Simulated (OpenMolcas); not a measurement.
# Pd³⁺ among point charges: CASSCF and CASPT2 levels and susceptibility

Aim: the splitting of the states of Pd³⁺ in the field of 3 point charges, its lowest levels with spin-orbit coupling and its magnetic susceptibility.

The numbers are computed with OpenMolcas 26.06 (state-averaged CASSCF and CASPT2, spin-orbit coupling by RASSI with atomic mean-field integrals), except any that are marked as measured or tabulated.

**1. The system**

| Property | Result |
| --- | --- |
| Species | Pd³⁺ (palladium, Z = 46, 43 electrons) |
| Basis | ANO-RCC-VDZP [6s5p3d1f], 43 functions |
| Scalar Hamiltonian | DKH2, point nucleus |
| Inactive shells | 1s 2s 2p 3s 3p 3d 4s 4p |
| Active space | 7 electrons in 5 orbitals (4d) |
| Some configurations of this space | 4d7 |
| Orbitals | optimised for each spin and parity, averaged over all roots |

Outer shells as boxes (Hund's rule):

4d7
```
4d [↑↓][↑↓][↑ ][↑ ][↑ ]
```

The ion sits among 3 point charges of -2 e arranged as a planar triangle (D3h), 2.07 Å from the ion.

Each step is its own input file, run in one work folder so that later steps find the files of earlier ones. Labels, J, g values, rates, χT and fits are worked out afterwards by a script from the matrices that RASSI stores.

**2. GATEWAY and SEWARD: basis and integrals**

File a.inp:

```
&GATEWAY
Coord
1

Pd 0.0 0.0 0.0
Basis=ANO-RCC-VDZP
Group=NoSym
NoMove
AngMom=0.0 0.0 0.0
AMFI
XField
3 Angstrom 0
2.070000 0.000000 0.000000 -2.000000
-1.035000 1.792673 0.000000 -2.000000
-1.035000 -1.792673 0.000000 -2.000000
&SEWARD
```

Started as:

```
$ OMP_NUM_THREADS=1 MOLCAS_MEM=1689 MOLCAS_PROJECT=a pymolcas a.inp > a.log
```

**3. CASSCF: quartets, 10 roots**

File a.inp:

```
&RASSCF
FileOrb=start.orb
Symmetry=1
Spin=4
nActEl=7 0 0
Inactive=18
Ras2=5
CIRoot=10 10 1
SDav=10
CIMx=300
Iter=120 100
PrWF=0.3
OrbListing=Nothing
MaxOrb=0
>>> COPY $Project.JobIph JOB001
```

start.orb holds the contracted functions of the basis, ordered by shell, or the orbitals of the step before.

**4. Reference wave functions, doublets, 40 roots**

File a.inp:

```
&RASSCF
FileOrb=start.orb
Symmetry=1
Spin=2
nActEl=7 0 0
Inactive=18
Ras2=5
CIRoot=40 40 1
SDav=40
CIMx=300
Iter=120 100
PrWF=0.3
OrbListing=Nothing
MaxOrb=0
>>> COPY $Project.JobIph JOB002
```

**5. State interaction with spin-orbit coupling**

File a.inp:

```
&RASSI
NrOfJobIphs=2 10 40
1 2 3 4 5 6 7 8 9 10
1 2 3 4 5 6 7 8 9 10 11 12 13 14 15 16 17 18 19 20 21 22 23 24 25 26 27
28 29 30 31 32 33 34 35 36 37 38 39 40
IphNames
JOB001
JOB002
EJob
SpinOrbit
DIPRint=1.0
SOCoupling=1000.0
Subsets=2
Property=9
'ANGMOM' 1 'ANGMOM' 2 'ANGMOM' 3 'MLTPL  1' 1 'MLTPL  1' 2 'MLTPL  1' 3
'AMFI' 1 'AMFI' 2 'AMFI' 3
SOProperty=3
'ANGMOM' 1 'ANGMOM' 2 'ANGMOM' 3
```

**6. CASPT2: IPEA 0.25, imaginary shift 0.1 (closed shells correlated: 4s 4p)**

File a.inp:

```
>>> COPY JOB001 $Project.JobIph
&CASPT2
Multistate=10 1 2 3 4 5 6 7 8 9 10
NoMult
Frozen=14
IPEA=0.25
Imaginary=0.1
MaxIter=60
WThr=0.0 0.3 0.05
PrWF=0.5
NoMix
>>> COPY JOB002 $Project.JobIph
&CASPT2
Multistate=40 1 2 3 4 5 6 7 8 9 10 11 12 13 14 15 16 17 18 19 20 21 22
23 24 25 26 27 28 29 30 31 32 33 34 35 36 37 38 39 40
NoMult
Frozen=14
IPEA=0.25
Imaginary=0.1
MaxIter=60
WThr=0.0 0.3 0.05
PrWF=0.5
NoMix
```

(Steps that only read results are left out.)

What does the calculation give? Wanted: spin-free ground state; first state of the same spin within the active space; lowest level; next level.

**Answer**, as computed:

| quantity | value |
| --- | --- |
| method | SS-CASPT2, IPEA 0.25, imaginary shift 0.1 (closed shells correlated: 4s 4p) |
| spin-free ground state | 4A2, 1-fold in its orbital part |
| first state of the same spin within the active space | 4E at 248 cm⁻¹ |
| lowest level | 2-fold E1/2, g = 1.56, 6.45, 6.45 |
| next level | 373.9 cm⁻¹ |
| χT at 300 K | 4.42 cm³ K/mol |
| effective moment at 300 K | 5.94 μB |

Cost by method:

```
                                              method  time of its own steps  time with the reference
                                           A. CASSCF                   10 s                     10 s
B. SS-CASPT2, IPEA 0.25, imaginary shift 0.1, +4s 4p                  4.4 s                     14 s
```

Times are of one thread on a shared host.

**Reading.** The spin-free ground state (4A2) comes to 93 % from free-ion F terms and keeps the highest spin of the shell. χT at 300 K is 4.42, against 1.88 cm³ K/mol for the spin alone, so orbital moment adds to it. An active space of the d shell alone favours high spin; real ions in strong fields can be low spin. CASPT2 does not keep the components of a term degenerate, and the means are used. The field of point charges can differ much from that of real complexes. With metal d orbitals alone active, the gaps between spin states are rough; where two lie within a few thousand cm-1, their order is open. Point charges carry no covalency, so the field is a model and not that of real ligands.
